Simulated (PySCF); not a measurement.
# CH8FPSi2: the cost of one run

Programs: PySCF 2.14.0, with density-fitted response routines of our own. Each step states its level of theory. These are calculated values for one molecule in the gas phase, unless marked as measured. Atoms count from 0, in the outputs and in this text.

### Step 1. The starting structure

13 atoms, charge 0, multiplicity 1; geometry from: GFN2-xTB. The atoms were then displaced at random by about 0.01 Å, so the start is not that level's minimum.

Bonds of the start (Å): C0–Si1 1.92, Si1–Si2 2.34, Si2–F3 1.59, Si2–P4 2.23, C0–H5 1.11, C0–H6 1.09, C0–H7 1.06, Si1–H8 1.45, Si1–H9 1.47, Si2–H10 1.48, P4–H11 1.40, P4–H12 1.39.

### Step 2. Relaxing the molecule at PBE0-D3(BJ)/def2-SVP

Job settings and geometry (Å):

```
{"job": {"xc": "PBE0", "basis": "def2-SVP", "d3": "d3bj", "grid": 1, "shake": 0.01, "kind": "geom"}, "charge": 0, "multiplicity": 1}
C      1.982830     0.286620     0.322220
Si     0.699560    -0.109680    -1.047090
Si    -1.277410    -0.900630    -0.082570
F     -2.148220    -1.412050    -1.306920
P     -2.589990     0.508180     1.050160
H      1.558910     1.040750     1.021060
H      2.877510     0.735220    -0.103330
H      2.263920    -0.566010     0.876940
H      1.304140    -1.086950    -1.933030
H      0.470530     1.112740    -1.827560
H     -1.194620    -2.108960     0.762710
H     -1.602860     0.849410     1.988020
H     -2.338470     1.634480     0.269060
```

Command:

```bash
OMP_NUM_THREADS=1 python probes_run.py task.json out
```

The driver reads the jobs from task.json and runs them one after another.

Q: Estimate the wall time and peak memory of this first job on 1 thread of Arm Neoverse N1, shared host.

About 1.8 min, with a peak of 0.52 GiB.
